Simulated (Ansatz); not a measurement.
**GaP₂H₅: a ladder of functionals and wavefunction methods**

Aim: compute GaP₂H₅ with functionals from several rungs and with coupled cluster. The yardstick is the atomisation energy at the CCSD(T) limit.

Program: Ansatz 0.2.0, Gaussian basis. Level of theory: functionals in def2-TZVPP, the program's frozen cores in correlated methods. These are calculated values, not measurements.

Plan: LDA (SPW92), PBE-D4, revPBE-D4, BLYP-D4, r2SCAN-D4, B97M-V, PBE0-D4, B3LYP-D4, r2SCANh-D4, r2SCAN0-D4, HSE06-D4, BHLYP-D4, CAM-B3LYP-D4, LC-ωPBE, ωB97X-V, ωB97M-V, B2PLYP, PBE-QIDH; CCSD(T)/def2-SVP; CCSD(T)/def2-TZVPP; MP2/def2-QZVPP; extrapolation to the limit; RPA on PBE.

### 1 Structure used throughout

An earlier PBE0-D4 in a triple-zeta def2 set relaxation fixed the geometry.

8 atoms, charge 0, spin multiplicity 1.

Atoms are counted from 1 here; the program's logs count them from 0.

Bond lengths: P1–P2 2.236 Å, P1–H4 1.410 Å, P1–H5 1.411 Å, P2–Ga3 2.360 Å, P2–H6 1.422 Å, Ga3–H7 1.564 Å, Ga3–H8 1.561 Å. Angles: P2–P1–H4 102.7°, P2–P1–H5 101.2°, H4–P1–H5 99.1°, P1–P2–Ga3 68.0°, P1–P2–H6 90.7°, Ga3–P2–H6 92.0°, P2–Ga3–H7 114.8°, P2–Ga3–H8 119.1°, H7–Ga3–H8 126.1°.

### 2 LDA

This LDA is Slater exchange with PW92 correlation.

Contents of in.yaml:

```yaml
crystal:
  periodic: [false, false, false]
  atoms:
    - {symbol: P, position_ang: [-0.729543, 0.271759, -0.929538]}
    - {symbol: P, position_ang: [0.486656, 1.285627, 0.649359]}
    - {symbol: Ga, position_ang: [0.961684, -1.021702, 0.514780]}
    - {symbol: H, position_ang: [-2.026310, 0.772094, -0.690246]}
    - {symbol: H, position_ang: [-0.400388, 1.041232, -2.065874]}
    - {symbol: H, position_ang: [-0.543337, 1.067390, 1.605885]}
    - {symbol: H, position_ang: [2.064757, -1.405023, -0.525316]}
    - {symbol: H, position_ang: [0.186491, -2.011378, 1.440942]}
basis:
  gaussian: {orbitals: def2-TZVPP}
hamiltonian: {xc: lda}
output: {orbitals: {seedname: orbitals}}
```

Started as:

```
$ ansatz run in.yaml --threads 2 --pin off --events-out ev --progress --plain --max-ram 4352MiB
```

Further steps of the session: PBE-D4 (GGA); revPBE-D4 (GGA); BLYP-D4 (GGA); r2SCAN-D4 (meta-GGA); B97M-V (meta-GGA); B3LYP-D4 (hybrid); r2SCANh-D4 (hybrid); r2SCAN0-D4 (hybrid); HSE06-D4 (hybrid); BHLYP-D4 (hybrid); CAM-B3LYP-D4 (range-separated); LC-ωPBE (range-separated); ωB97X-V (range-separated); ωB97M-V (range-separated); B2PLYP (double hybrid); PBE-QIDH (double hybrid); CCSD(T) in def2-SVP; CCSD(T) in def2-TZVPP; MP2 in def2-QZVPP; RPA on PBE orbitals.

Before running them: what should the planned runs give, taken together? Wanted: atomisation energy, CCSD(T)/CBS; farthest beyond LDA; mean size of error, GGA; mean size of error, meta-GGA; mean size of error, hybrid; mean size of error, range-separated; mean size of error, double hybrid; gap, smallest and largest; T1 diagnostic.

As calculated:

```
                               quantity                                                                                                   value
        atomisation energy, CCSD(T)/CBS                                                                                           1963.3 kJ/mol
 functionals within 19.6 kJ/mol (1.0 %)  PBE-D4, BLYP-D4, r2SCAN-D4, PBE0-D4, B3LYP-D4, r2SCANh-D4, r2SCAN0-D4, HSE06-D4, CAM-B3LYP-D4, ωB97M-V
                    farthest beyond LDA                                                                                   B97M-V (+56.1 kJ/mol)
                mean size of error, GGA                                                                                             15.1 kJ/mol
           mean size of error, meta-GGA                                                                                             32.2 kJ/mol
             mean size of error, hybrid                                                                                             13.5 kJ/mol
    mean size of error, range-separated                                                                                             25.0 kJ/mol
      mean size of error, double hybrid                                                                                             38.2 kJ/mol
              gap, smallest and largest                                                               3.91 eV (LDA (SPW92)), 10.30 eV (LC-ωPBE)
                          T1 diagnostic                                                                                                  0.0145
triples share of the correlation energy                                                                                                   4.4 %
```

In words: The LDA atomisation energy is off by 292.6 kJ/mol (15 %): it overbinds. PBE-D4 is off by +6.0 kJ/mol. Double hybrids carry the basis error of their MP2 part in triple zeta, and no dispersion term here, so their miss is partly the set-up's. The rungs hybrid, GGA miss on average by less than the doubt on the reference (19.6 kJ/mol), so they tie. The reference freezes the cores and leaves out relativity and excitations past (T), and its outer-core shells are covered unevenly, so misses under about 19.6 kJ/mol can't be ranked. Hartree-Fock recovers 67 % of the binding; the rest is correlation. CCSD(T) in def2-SVP is off by -203.8 kJ/mol, worse than the median functional, from the basis alone. The gap grows from 3.9 to 10.3 eV across the functionals, mostly with the share of exact exchange. Correlated methods include outer-core shells of Ga, which these sets cover unevenly.
